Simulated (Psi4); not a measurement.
**GeH4S (Ge(SH)H3), step by step**

We compute a structure relaxation (singlet GeH4S, M06-2X/pcseg-1), then the energy (doublet GeH4S+, UM06-2X/pcseg-1), then a geometry optimisation (doublet GeH4S+, UM06-2X/pcseg-1), then the energy (singlet GeH4S, M06-2X/pcseg-1) of GeH4S. 

The results are computed with Psi4 1.11.

**1. The molecule**

The species is GeH4S (6 atoms), meant as a singlet with charge 0. SMILES: `[H][Ge]([H])([H])[SH]`. The shape comes from GFN2-xTB, which is rough for such elements, and wasn't checked as a minimum. The run starts from this shape.

Bond lengths: Ge1–S2 2.194 Å, S2–H3 1.327 Å, Ge1–H4 1.492 Å, Ge1–H5 1.501 Å, Ge1–H6 1.501 Å. Angles: Ge1–S2–H3 94.3°, S2–Ge1–H4 107.2°, S2–Ge1–H5 110.9°, S2–Ge1–H6 110.5°, H4–Ge1–H5 109.9°, H4–Ge1–H6 109.6°, H5–Ge1–H6 108.7°.

**2. A structure relaxation at M06-2X/pcseg-1 (density fitting) (run 1)**

geh4s.xyz

```xyz
6
GeH4S
Ge     0.201110    -0.010780    -0.503070
S      0.260440     0.021500     1.690160
H     -1.059390     0.053950     1.826060
H      1.614000    -0.023310    -0.982370
H     -0.508420     1.199120    -1.038330
H     -0.507750    -1.240490    -0.992450
```

job.py

```python
import psi4

psi4.set_memory('1600 MB')
psi4.set_num_threads(1)
psi4.set_output_file('geh4s.out', False)

with open('geh4s.xyz') as f:
    atoms = ''.join(f.readlines()[2:])
mol = psi4.geometry('0 1\n' + atoms + 'symmetry c1')

options = {'basis': 'pcseg-1', 'reference': 'rks'}
psi4.set_options(options)

e = psi4.optimize("m06-2x")
print(f'm06-2x energy: {e:.10f} Eh')
mol.save_xyz_file('final.xyz', False)
```

On the command line:

```bash
python job.py
```

geh4s.out:

```text
[...]
  Running in c1 symmetry.
[...]
  Nuclear repulsion =  179.626303446246226
[...]
  Multiplicity = 1
[...]
  Nalpha       = 26
  Nbeta        = 26
[...]
    Number of basis functions: 65
[...]
   @DF-RKS iter   1: -2476.66107279641938   -3.04106e+00   1.68185e-02 DIIS/ADIIS
[...]
   @DF-RKS iter   6: -2477.33478064498058   -3.63798e-12   4.15990e-09 DIIS
[...]
  @DF-RKS Final Energy: -2477.33478064498058
   => Energetics <=
    Nuclear Repulsion Energy =            175.3763763258118331
    One-Electron Energy =               -3796.5002260019591631
    Two-Electron Energy =                1193.9519399030771183
    DFT Exchange-Correlation Energy =     -50.1628708719098739
    Empirical Dispersion Energy =           0.0000000000000000
    VV10 Nonlocal Energy =                  0.0000000000000000
    Total Energy =                      -2477.3347806449801283
[...]
  -Total Gradient:
     Atom            X                  Y                   Z
    ------   -----------------  -----------------  -----------------
       1        0.000069327702    -0.000009689291     0.000001817043
       2        0.000271895276    -0.000017451007     0.000032059674
       3        0.000282129796     0.000013564067     0.000119195188
       4        0.000044365987     0.000003876614    -0.000107811444
       5        0.000037676402    -0.000004541507     0.000085925865
       6        0.000055857432    -0.000002343585     0.000074203899
[...]
```

The script printed:

```text
Optimizer: Optimization complete!
m06-2x energy: -2477.3347806450 Eh
```

Wall time 47 s (1 thread of AMD EPYC 7R43 (Zen 3), shared host); peak memory 0.76 GiB.

The path in brief:

```csv
step,energy from the first frame kept (eV),largest force (eV/Å)
0,0.0000,0.9038
1,-0.0780,0.3324
2,-0.0808,0.1126
3,-0.0812,0.0175
4,-0.0812,0.0158
```

After the run. Bond lengths: Ge1–S2 2.247 Å, S2–H3 1.348 Å, Ge1–H4 1.537 Å, Ge1–H5 1.540 Å, Ge1–H6 1.540 Å. Angles: Ge1–S2–H3 95.3°, S2–Ge1–H4 104.8°, S2–Ge1–H5 109.8°, S2–Ge1–H6 109.9°, H4–Ge1–H5 111.0°, H4–Ge1–H6 111.0°, H5–Ge1–H6 110.2°.

**3. The doublet cation: the energy at UM06-2X/pcseg-1 (density fitting) (run 2)**

calc.py

```python
import psi4

psi4.set_memory(1600000000)
psi4.set_num_threads(1)
psi4.set_output_file('output.dat', False)

m = psi4.geometry("""
1 2
Ge     0.197797    -0.013915    -0.519700
S      0.267832     0.029138     1.726083
H     -1.069399     0.045963     1.892305
H      1.670258    -0.025633    -0.958966
H     -0.524125     1.240946    -1.043904
H     -0.529821    -1.284358    -0.996362
""")

options = {'basis': 'pcseg-1', 'reference': 'uks'}
psi4.set_options(options)

E = psi4.energy("M06-2X", molecule=m)
print(f'M06-2X energy: {E:.10f} Eh')
```

On the command line:

```bash
python calc.py
```

output.dat:

```text
[...]
  Running in c1 symmetry.
[...]
  Nuclear repulsion =  175.376370914311138
[...]
  Multiplicity = 2
[...]
  Nalpha       = 26
  Nbeta        = 25
[...]
    Number of basis functions: 65
[...]
   @DF-UKS iter   1: -2476.29496131592850   -2.81264e+00   1.69359e-02 ADIIS/DIIS
[...]
   @DF-UKS iter  10: -2476.97477922413327   -2.75200e-07   9.76918e-07 DIIS
[...]
   @S^2 Observed:                7.551727369E-01
[...]
  @DF-UKS Final Energy: -2476.97477922413327
   => Energetics <=
    Nuclear Repulsion Energy =            175.3763709143111384
    One-Electron Energy =               -3783.7796428878737061
    Two-Electron Energy =                1181.4384271084620650
    DFT Exchange-Correlation Energy =     -50.0099343590329752
    Empirical Dispersion Energy =           0.0000000000000000
    VV10 Nonlocal Energy =                  0.0000000000000000
    Total Energy =                      -2476.9747792241337265
[...]
 Multipole Moments:
 ------------------------------------------------------------------------------------
     Multipole            Electronic (a.u.)      Nuclear  (a.u.)        Total (a.u.)
 ------------------------------------------------------------------------------------
 L = 1.  Multiply by 2.5417464519 to convert [e a0] to [Debye]
 Dipole X            :          0.5809387           -1.1144530           -0.5335143
 Dipole Y            :         -0.0800093            0.1034467            0.0234374
 Dipole Z            :         -3.6820574            4.6767655            0.9947081
 Magnitude           :                                                    1.1289956
[...]
```

The script printed:

```text
M06-2X energy: -2476.9747792241 Eh
```

It took 15 s on 1 thread of AMD EPYC 7R43 (Zen 3), shared host; peak memory 0.73 GiB.

**4. The doublet cation: a structure relaxation at UM06-2X/pcseg-1 (density fitting) (run 3)**

calc.py

```python
import psi4

psi4.set_memory(1600000000)
psi4.set_num_threads(1)
psi4.core.set_output_file('output.dat', False)

geom = psi4.geometry("""
1 2
Ge     0.37378216    -0.02629554    -0.98209067
S      0.50612913     0.05506284     3.26182414
H     -2.02087123     0.08685748     3.57593819
H      3.15633018    -0.04843935    -1.81218310
H     -0.99045271     2.34504808    -1.97269266
H     -1.00121659    -2.42708487    -1.88285130
units au
symmetry c1
""")

psi4.set_options({
    'reference': 'uks',
})

e = psi4.optimize('m06-2x/pcseg-1', molecule=geom)
print('E =', round(e, 9))
geom.save_xyz_file('final.xyz', False)
```

On the command line:

```bash
python calc.py
```

output.dat:

```text
[...]
  Running in c1 symmetry.
[...]
  Nuclear repulsion =  175.376370805504536
[...]
  Multiplicity = 2
[...]
  Nalpha       = 26
  Nbeta        = 25
[...]
    Number of basis functions: 65
[...]
   @DF-UKS iter   1: -2476.29496131177120   -2.81264e+00   1.69359e-02 DIIS/ADIIS
[...]
   @DF-UKS iter   9: -2476.98427552508019   -9.09495e-12   4.19903e-09 DIIS
[...]
   @S^2 Observed:                7.542520331E-01
[...]
  @DF-UKS Final Energy: -2476.98427552508019
   => Energetics <=
    Nuclear Repulsion Energy =            166.6827137904690517
    One-Electron Energy =               -3766.5923497816443160
    Two-Electron Energy =                1172.9258349970671134
    DFT Exchange-Correlation Energy =     -50.0004745309721912
    Empirical Dispersion Energy =           0.0000000000000000
    VV10 Nonlocal Energy =                  0.0000000000000000
    Total Energy =                      -2476.9842755250806476
[...]
  -Total Gradient:
     Atom            X                  Y                   Z
    ------   -----------------  -----------------  -----------------
       1        0.000035446345     0.000007828518     0.000034158347
       2        0.000134893252    -0.000004299011     0.000013148702
       3        0.000139041362     0.000001365505     0.000070704710
       4        0.000016080023    -0.000001986104    -0.000040117140
       5        0.000010098890    -0.000006357854     0.000058908594
       6        0.000010806096     0.000002896277     0.000064843128
[...]
```

The script printed:

```text
Some dependencies such as QCElemental have not yet finished migration to pydantic v2. If issues are encountered please downgrade pydantic or upgrade QCElemental as appropriate
	Previous geometry is closer to target in internal coordinates, so using that one.

	Best geometry has RMS(Delta(q)) = 1.92e-07

Optimizer: Optimization complete!
E = -2476.984275525
```

It took 2 min on 1 thread of AMD EPYC 7R43 (Zen 3), shared host; peak memory 0.76 GiB.

Steps, from the record of the run:

```csv
step,energy from the first frame kept (eV),largest force (eV/Å)
0,0.0000,2.5184
1,-0.1893,1.2633
2,-0.2503,0.3018
3,-0.2571,0.1424
4,-0.2583,0.0275
5,-0.2584,0.0107
6,-0.2584,0.0080
```

After the run. Bond lengths: Ge1–S2 2.420 Å, S2–H3 1.358 Å, Ge1–H4 1.522 Å, Ge1–H5 1.527 Å, Ge1–H6 1.527 Å. Angles: Ge1–S2–H3 96.8°, S2–Ge1–H4 99.8°, S2–Ge1–H5 99.0°, S2–Ge1–H6 99.0°, H4–Ge1–H5 118.0°, H4–Ge1–H6 118.0°, H5–Ge1–H6 116.4°.

**5. The energy at M06-2X/pcseg-1 (density fitting) (run 4)**

geh4s.sdf

```

     RDKit          3D

  6  5  0  0  0  0  0  0  0  0999 V2000
    0.2147   -0.0157   -0.5783 Ge  0  0  0  0  0  4  0  0  0  0  0  0
    0.2308    0.0331    1.8412 S   0  0  0  0  0  0  0  0  0  0  0  0
   -1.1166    0.0422    2.0102 H   0  0  0  0  0  0  0  0  0  0  0  0
    1.7126   -0.0261   -0.8464 H   0  0  0  0  0  0  0  0  0  0  0  0
   -0.5508    1.2802   -0.8388 H   0  0  0  0  0  0  0  0  0  0  0  0
   -0.5592   -1.3161   -0.7859 H   0  0  0  0  0  0  0  0  0  0  0  0
  2  1  1  0
  3  2  1  0
  4  1  1  0
  5  1  1  0
  6  1  1  0
M  END
$$$$
```

calc.py

```python
import psi4
from rdkit import Chem

psi4.set_memory(1600000000)
psi4.set_num_threads(1)
psi4.set_output_file('output.dat', False)

rd = Chem.SDMolSupplier('geh4s.sdf', removeHs=False, sanitize=False)[0]
xyz = rd.GetConformer().GetPositions()
atoms = '\n'.join(f'{a.GetSymbol()} {x:.4f} {y:.4f} {z:.4f}' for a, (x, y, z) in zip(rd.GetAtoms(), xyz))
molecule = psi4.geometry('0 1\n' + atoms + '')

options = {'basis': 'pcseg-1', 'reference': 'rks'}
psi4.set_options(options)

E = psi4.energy("m06-2x", molecule=molecule)
print(f'm06-2x energy: {E:.10f} Eh')
```

On the command line:

```bash
python calc.py
```

output.dat:

```text
[...]
  Running in c1 symmetry.
[...]
  Nuclear repulsion =  166.679963889480831
[...]
  Multiplicity = 1
[...]
  Nalpha       = 26
  Nbeta        = 26
[...]
    Number of basis functions: 65
[...]
   @DF-RKS iter   1: -2476.64641691863380   -3.29470e+00   1.66966e-02 DIIS/ADIIS
[...]
   @DF-RKS iter   8: -2477.32334057857315   -4.45075e-08   8.15040e-07 DIIS
[...]
  @DF-RKS Final Energy: -2477.32334057857315
   => Energetics <=
    Nuclear Repulsion Energy =            166.6799638894808311
    One-Electron Energy =               -3779.0999857597521441
    Two-Electron Energy =                1185.2434077578857341
    DFT Exchange-Correlation Energy =     -50.1467264661876442
    Empirical Dispersion Energy =           0.0000000000000000
    VV10 Nonlocal Energy =                  0.0000000000000000
    Total Energy =                      -2477.3233405785731520
[...]
 Multipole Moments:
 ------------------------------------------------------------------------------------
     Multipole            Electronic (a.u.)      Nuclear  (a.u.)        Total (a.u.)
 ------------------------------------------------------------------------------------
 L = 1.  Multiply by 2.5417464519 to convert [e a0] to [Debye]
 Dipole X            :          0.9891032           -1.3307763           -0.3416731
 Dipole Y            :         -0.1444562            0.1232607           -0.0211956
 Dipole Z            :         -6.9577817            5.8347507           -1.1230310
 Magnitude           :                                                    1.1740479
[...]
```

On the terminal:

```text
m06-2x energy: -2477.3233405786 Eh
```

It took 8.4 s on 1 thread of AMD EPYC 7R43 (Zen 3), shared host; peak memory 0.75 GiB.

**6. Outcome**

```
                                                               quantity           value
                         run 1, M06-2X/pcseg-1: total energy at the end  -2477.33478 Eh
                                   run 1, M06-2X/pcseg-1: dipole moment          1.64 D
                                     run 1, M06-2X/pcseg-1: HOMO energy        -8.52 eV
                                     run 1, M06-2X/pcseg-1: LUMO energy         0.73 eV
                                   run 1, M06-2X/pcseg-1: HOMO–LUMO gap         9.24 eV
                                    doublet cation, run 2: total energy  -2476.97478 Eh
              doublet cation, run 2: HOMO energy (highest over α and β)       -16.44 eV
               doublet cation, run 2: LUMO energy (lowest over α and β)       -10.89 eV
                                            doublet cation, run 2: ⟨S²⟩           0.755
                         doublet cation, run 3: total energy at the end  -2476.98428 Eh
              doublet cation, run 3: HOMO energy (highest over α and β)       -16.39 eV
               doublet cation, run 3: LUMO energy (lowest over α and β)       -10.31 eV
                                            doublet cation, run 3: ⟨S²⟩           0.754
                                    run 4, M06-2X/pcseg-1: total energy  -2477.32334 Eh
                                   run 4, M06-2X/pcseg-1: dipole moment          2.98 D
                                     run 4, M06-2X/pcseg-1: HOMO energy        -8.00 eV
                                     run 4, M06-2X/pcseg-1: LUMO energy        -0.05 eV
                                   run 4, M06-2X/pcseg-1: HOMO–LUMO gap         7.95 eV
adiabatic ionisation energy (to the doublet cation, no zero-point term)        9.538 eV
```

The adiabatic ionisation energy (to the doublet cation, no zero-point term) is 9.54 eV (920 kJ/mol). The optimisation (run 1, M06-2X/pcseg-1) took 5 steps and changed the energy by -0.081 eV. The optimisation (doublet cation, run 3) took 7 steps and changed the energy by -0.258 eV.
